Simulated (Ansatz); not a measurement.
# C₃H₉AlO: small, medium and large basis sets

One table from this session's results is given with a row withheld; the runs are named, their logs left out.

Program: Ansatz 0.2.0, Gaussian basis. Level of theory: one geometry, several basis sets. These are calculated values, not measurements.

Plan: PBE0-D4/def2-SVP; ωB97M-V/def2-SVP; PBE0-D4/def2-QZVPP; ωB97M-V/def2-QZVPP; the functionals' def2-TZVPP values are taken from earlier runs.

### The relaxed structure

The geometry comes from an earlier relaxation with PBE0-D4 in a triple-zeta def2 set; it is a stationary point, not always the lowest conformer.

SMILES `C[CH](C)[AlH][OH]`, 14 atoms, charge 0, spin multiplicity 1.

Atoms are counted from 1 here; the program's logs count them from 0.

Bond lengths: C1–C2 1.529 Å, C1–H6 1.095 Å, C1–H7 1.094 Å, C1–H8 1.096 Å, C2–C3 1.528 Å, C2–Al4 1.961 Å, C2–H9 1.102 Å, C3–H10 1.095 Å, C3–H11 1.092 Å, C3–H12 1.097 Å, Al4–O5 1.701 Å, Al4–H13 1.592 Å, O5–H14 0.956 Å. Angles: C2–C1–H6 111.5°, C2–C1–H7 112.5°, C2–C1–H8 111.3°, H6–C1–H7 107.2°, H6–C1–H8 106.7°, H7–C1–H8 107.4°, C1–C2–C3 111.6°, C1–C2–Al4 112.2°, C1–C2–H9 107.2°, C3–C2–Al4 113.4°, C3–C2–H9 107.6°, Al4–C2–H9 104.3°, C2–C3–H10 111.4°, C2–C3–H11 112.2°, C2–C3–H12 111.2°, H10–C3–H11 107.0°, H10–C3–H12 106.9°, H11–C3–H12 107.9° and more.

The first run:

in.yaml reads:

```yaml
crystal:
  periodic: [false, false, false]
  atoms:
    - {symbol: C, position_ang: [-1.186162, 0.221076, 1.212272]}
    - {symbol: C, position_ang: [0.152635, 0.205326, 0.473224]}
    - {symbol: C, position_ang: [0.817912, -1.167980, 0.543753]}
    - {symbol: Al, position_ang: [-0.001855, 0.901912, -1.352884]}
    - {symbol: O, position_ang: [1.029819, 0.242122, -2.533722]}
    - {symbol: H, position_ang: [-1.894850, -0.489713, 0.774059]}
    - {symbol: H, position_ang: [-1.662588, 1.205624, 1.192970]}
    - {symbol: H, position_ang: [-1.063658, -0.062946, 2.264210]}
    - {symbol: H, position_ang: [0.815259, 0.923097, 0.983579]}
    - {symbol: H, position_ang: [0.197828, -1.936234, 0.071075]}
    - {symbol: H, position_ang: [1.786071, -1.184012, 0.038084]}
    - {symbol: H, position_ang: [0.976242, -1.479851, 1.583290]}
    - {symbol: H, position_ang: [-1.013809, 2.054473, -1.778758]}
    - {symbol: H, position_ang: [1.034257, 0.538002, -3.442450]}
basis:
  gaussian: {orbitals: def2-SVP}
hamiltonian: {xc: pbe0, dispersion: d4}
output: {orbitals: {seedname: orbitals}}
```

Steps of the session up to this table: PBE0-D4 in def2-SVP; ωB97M-V in def2-SVP; PBE0-D4 in def2-QZVPP; ωB97M-V in def2-QZVPP.

One table of the session follows, with a row left open; its other results are not shown here.

It belongs to the step «Density functionals: the series». 

```
functional       basis  HOMO (eV)
   PBE0-D4    def2-SVP      -7.13
   PBE0-D4  def2-TZVPP      -7.18
   PBE0-D4  def2-QZVPP      -7.20
   ωB97M-V    def2-SVP      -9.31
   ωB97M-V  def2-TZVPP      -9.39
   ωB97M-V  def2-QZVPP          ?
```

Q: Estimate the row for ωB97M-V, def2-QZVPP from the others.

The run gave: HOMO (eV): -9.41. In the column «HOMO (eV)» it is the lowest.
